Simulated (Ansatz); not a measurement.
**C2H5BBrF: up Jacob's ladder to CCSD(T)**

One table from this session's results is given with a row withheld; the runs are named, their logs left out.

The runs use Ansatz 0.2.0, Gaussian basis; functionals in def2-TZVPP, the program's frozen cores in correlated methods.

Levels to be run: PBE-D4, r2SCAN-D4, PBE0-D4, B3LYP-D4, ωB97X-V, ωB97M-V, B2PLYP; CCSD(T)/def2-TZVPP; MP2/def2-QZVPP; extrapolation to the limit.

## The geometry

The geometry comes from an earlier relaxation with PBE0-D4 in a triple-zeta def2 set; it is a stationary point, not always the lowest conformer.

SMILES `CB(Br)CF`, 10 atoms, charge 0, spin multiplicity 1.

Atoms are counted from 1 here; the program's logs count them from 0.

Bond lengths: C1–B2 1.546 Å, C1–H6 1.089 Å, C1–H7 1.099 Å, C1–H8 1.094 Å, B2–Br3 1.925 Å, B2–C4 1.566 Å, C4–F5 1.389 Å, C4–H9 1.098 Å, C4–H10 1.098 Å. Angles: B2–C1–H6 114.8°, B2–C1–H7 107.6°, B2–C1–H8 110.4°, H6–C1–H7 108.3°, H6–C1–H8 110.2°, H7–C1–H8 104.9°, C1–B2–Br3 121.6°, C1–B2–C4 123.8°, Br3–B2–C4 114.6°, B2–C4–F5 112.8°, B2–C4–H9 110.7°, B2–C4–H10 110.4°, F5–C4–H9 108.2°, F5–C4–H10 108.2°, H9–C4–H10 106.2°.

Geometry (Å):

```
C     0.71474   -0.45315    1.12698
B     0.39130   -0.15033   -0.35377
Br    1.59115   -0.65580   -1.77152
C    -0.92292    0.55429   -0.83207
F    -1.76613    0.89227    0.21866
H     1.73513   -0.78429    1.31342
H     0.02831   -1.24306    1.46148
H     0.47644    0.41119    1.75456
H    -1.47883   -0.09155   -1.52410
H    -0.68609    1.46933   -1.39075
```

The first run:

The input, in.yaml:

```yaml
crystal:
  periodic: [false, false, false]
  atoms:
    - {symbol: C, position_ang: [0.714741, -0.453149, 1.126979]}
    - {symbol: B, position_ang: [0.391302, -0.150327, -0.353767]}
    - {symbol: Br, position_ang: [1.591150, -0.655805, -1.771522]}
    - {symbol: C, position_ang: [-0.922922, 0.554288, -0.832068]}
    - {symbol: F, position_ang: [-1.766127, 0.892273, 0.218663]}
    - {symbol: H, position_ang: [1.735129, -0.784287, 1.313419]}
    - {symbol: H, position_ang: [0.028306, -1.243061, 1.461485]}
    - {symbol: H, position_ang: [0.476440, 0.411187, 1.754558]}
    - {symbol: H, position_ang: [-1.478829, -0.091545, -1.524102]}
    - {symbol: H, position_ang: [-0.686090, 1.469326, -1.390746]}
basis:
  gaussian: {orbitals: def2-TZVPP}
hamiltonian: {xc: pbe, dispersion: d4}
output: {forces: true, orbitals: {seedname: orbitals}}
```

Launch:

```
$ ansatz run in.yaml --threads 4 --pin off --events-out ev --progress --plain --max-ram 10444MiB
```

Steps of the session up to this table: PBE-D4 (GGA); r2SCAN-D4 (meta-GGA); PBE0-D4 (hybrid); B3LYP-D4 (hybrid); ωB97X-V (range-separated); ωB97M-V (range-separated); B2PLYP (double hybrid); CCSD(T) in def2-TZVPP; MP2 in def2-QZVPP.

One of the session's tables, all rows but one given; the rest of the session is left out.

| method | atomisation energy (kJ/mol) |
| --- | --- |
| PBE-D4 | 3870.0 |
| r2SCAN-D4 | 3807.9 |
| PBE0-D4 | 3809.0 |
| B3LYP-D4 | 3775.2 |
| ωB97X-V | 3780.9 |
| ωB97M-V | 3786.8 |
| B2PLYP | ? |
| HF/def2-TZVPP | 2849.2 |
| MP2/def2-TZVPP | 3763.2 |
| CCSD/def2-TZVPP | 3631.1 |
| CCSD(T)/def2-TZVPP | 3683.8 |
| MP2/CBS | 3851.4 |
| CCSD(T)/CBS | 3772.0 |

Q: Estimate the row for B2PLYP from the others.

**Answer.** atomisation energy (kJ/mol): 3741.4. In the column «atomisation energy (kJ/mol)» it lies between CCSD(T)/def2-TZVPP (3683.8) and MP2/def2-TZVPP (3763.2).

Limits of these values: Free atoms (2 C, 1 B, 1 Br, 1 F, 5 H) were run apart at each level; the atomisation energy is their sum less the molecule, without zero-point or spin-orbit terms.
